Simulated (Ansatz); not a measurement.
# Cl3FSi: the cost of one run

Computed with Ansatz 0.2.0, Gaussian basis. Level: the settings change from run to run.

## Step 1: The geometry

The structure was relaxed beforehand with PBE0-D4 in a triple-zeta def2 set.

SMILES `F[Si](Cl)(Cl)Cl`, 5 atoms, charge 0, spin multiplicity 1.

Atoms are counted from 1 here; the program's logs count them from 0.

Bond lengths: F1–Si2 1.575 Å, Si2–Cl3 2.014 Å, Si2–Cl4 2.014 Å, Si2–Cl5 2.014 Å. Angles: F1–Si2–Cl3 108.4°, F1–Si2–Cl4 108.4°, F1–Si2–Cl5 108.4°, Cl3–Si2–Cl4 110.6°, Cl3–Si2–Cl5 110.6°, Cl4–Si2–Cl5 110.6°.

## Step 2: wPBEh/x2c-TZVPPall

This run has coordinates scaled by 1.12, a grid of angular degree 11.

in.yaml

```yaml
crystal:
  periodic: [false, false, false]
  atoms:
    - {symbol: F, position_ang: [0.979764, -1.043417, 1.167120]}
    - {symbol: Si, position_ang: [0.049952, -0.057639, 0.037879]}
    - {symbol: Cl, position_ang: [-1.788107, 0.701201, 1.103552]}
    - {symbol: Cl, position_ang: [-0.529276, -1.346784, -1.720679]}
    - {symbol: Cl, position_ang: [1.343554, 1.664208, -0.634241]}
basis:
  gaussian: {orbitals: x2c-TZVPPall, final_grid: {core_spheres: 5, valence_spheres: 4, degree: 11}}
hamiltonian: {xc: {name: wPBEh}}
output: {forces: true}
```

On the command line:

```sh
> ansatz run in.yaml --threads 4 --pin off --events-out ev --progress --plain --max-ram 10444MiB
```

Q: Estimate wall time and peak memory on 4 threads of Intel Xeon Platinum 8488C, shared host.

About 3.5 s, with a peak of 0.64 GiB.
